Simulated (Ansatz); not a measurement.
# AlBrH₂N− (SMILES [NH-][AlH][Br]): functionals against CCSD(T) at one geometry

Aim: energy, forces and dipole at a structure displaced at random from a GFN2-xTB minimum, from CCSD(T) and from density functionals.

Program: Ansatz 0.2.0, Gaussian basis. Level of theory: single points in def2-TZVPPD. These are calculated values, not measurements.

Correlated methods freeze the cores. Filled d shells of the heavier atoms are correlated.

### Step 1. Where the work starts

5 atoms, charge -1, spin multiplicity 1.

Atoms are counted from 1 here; the program's logs count them from 0.

Bond lengths: N1–Al2 1.940 Å, N1–H4 1.086 Å, Al2–Br3 2.284 Å, Al2–H5 1.571 Å. Angles: Al2–N1–H4 101.8°, N1–Al2–Br3 115.5°, N1–Al2–H5 139.6°, Br3–Al2–H5 104.9°.

Geometry (Å):

```xyz
5

N    -1.2602   -0.6116   -0.6211
Al    0.3187    0.1699    0.1917
Br    2.1531   -1.1878    0.2778
H    -1.9914    0.1810   -0.4942
H     0.7941    1.5308    0.8165
```

### Step 2. CCSD(T)/def2-TZVPPD

The input, run/in.yaml:

```yaml
crystal:
  periodic: [false, false, false]
  atoms:
    - {symbol: N, position_ang: [-1.260200, -0.611600, -0.621100]}
    - {symbol: Al, position_ang: [0.318700, 0.169900, 0.191700]}
    - {symbol: Br, position_ang: [2.153100, -1.187800, 0.277800]}
    - {symbol: H, position_ang: [-1.991400, 0.181000, -0.494200]}
    - {symbol: H, position_ang: [0.794100, 1.530800, 0.816500]}
basis:
  gaussian: {orbitals: "def2-TZVPPD.json"}
total_charge: -1
correlation: {method: ccsd_t}
output: {forces: true}
```

The basis file named in the input lies beside it (Basis Set Exchange, JSON).

The command line of these runs was not kept.

### Step 3. PBE0-D4/def2-TZVPPD

Changes to run/in.yaml since step 2:

```diff
@@ -11,3 +11,3 @@
 total_charge: -1
-correlation: {method: ccsd_t}
-output: {forces: true}
+hamiltonian: {xc: pbe0, dispersion: d4}
+output: {forces: true, orbitals: {seedname: orbitals}}
```

### Step 4. wB97M-V/def2-TZVPPD

Changes to run/in.yaml since step 3:

```diff
@@ -11,3 +11,3 @@
 total_charge: -1
-hamiltonian: {xc: pbe0, dispersion: d4}
-output: {forces: true, orbitals: {seedname: orbitals}}
+hamiltonian: {xc: {name: wB97M-V}}
+output: {forces: true}
```

### Step 5. r2SCAN-D4/def2-TZVPPD

Changes to run/in.yaml since step 4:

```diff
@@ -11,3 +11,3 @@
 total_charge: -1
-hamiltonian: {xc: {name: wB97M-V}}
+hamiltonian: {xc: r2scan, dispersion: d4}
 output: {forces: true}
```

### Step 6. PBE-D4/def2-TZVPPD

Changes to run/in.yaml since step 5:

```diff
@@ -11,3 +11,3 @@
 total_charge: -1
-hamiltonian: {xc: r2scan, dispersion: d4}
+hamiltonian: {xc: pbe, dispersion: d4}
 output: {forces: true}
```

### Step 7. BHLYP-D4/def2-TZVPPD

Changes to run/in.yaml since step 6:

```diff
@@ -11,3 +11,3 @@
 total_charge: -1
-hamiltonian: {xc: pbe, dispersion: d4}
+hamiltonian: {xc: {name: BHLYP}, dispersion: d4}
 output: {forces: true}
```

### Step 8. revPBE-D4/def2-TZVPPD

Changes to run/in.yaml since step 7:

```diff
@@ -11,3 +11,3 @@
 total_charge: -1
-hamiltonian: {xc: {name: BHLYP}, dispersion: d4}
+hamiltonian: {xc: {name: revPBE}, dispersion: d4}
 output: {forces: true}
```

(Steps that only read results are left out.)

Q: Predict the outcome of this session. Wanted: RMS force component; RMS force error; HOMO and LUMO, PBE0-D4; T1 diagnostic.

**Answer**, as computed:

```
              quantity                                                                                              value
   RMS force component                                                               1.342 to 1.705 eV/Å over the methods
       RMS force error  PBE0-D4 0.146, wB97M-V 0.186, r2SCAN-D4 0.080, PBE-D4 0.107, BHLYP-D4 0.334, revPBE-D4 0.142 eV/Å
HOMO and LUMO, PBE0-D4                                                                                  -0.62 and 3.22 eV
         T1 diagnostic                                                                                              0.017
```

The forces of r2SCAN-D4 come nearest to CCSD(T), those of BHLYP-D4 are farthest. Frozen-core CCSD(T) forces in triple zeta carry basis errors of their own, and this is one geometry, so small gaps rank nothing. The restricted Hartree–Fock reference is unstable towards an unrestricted one at one or more of these structures.
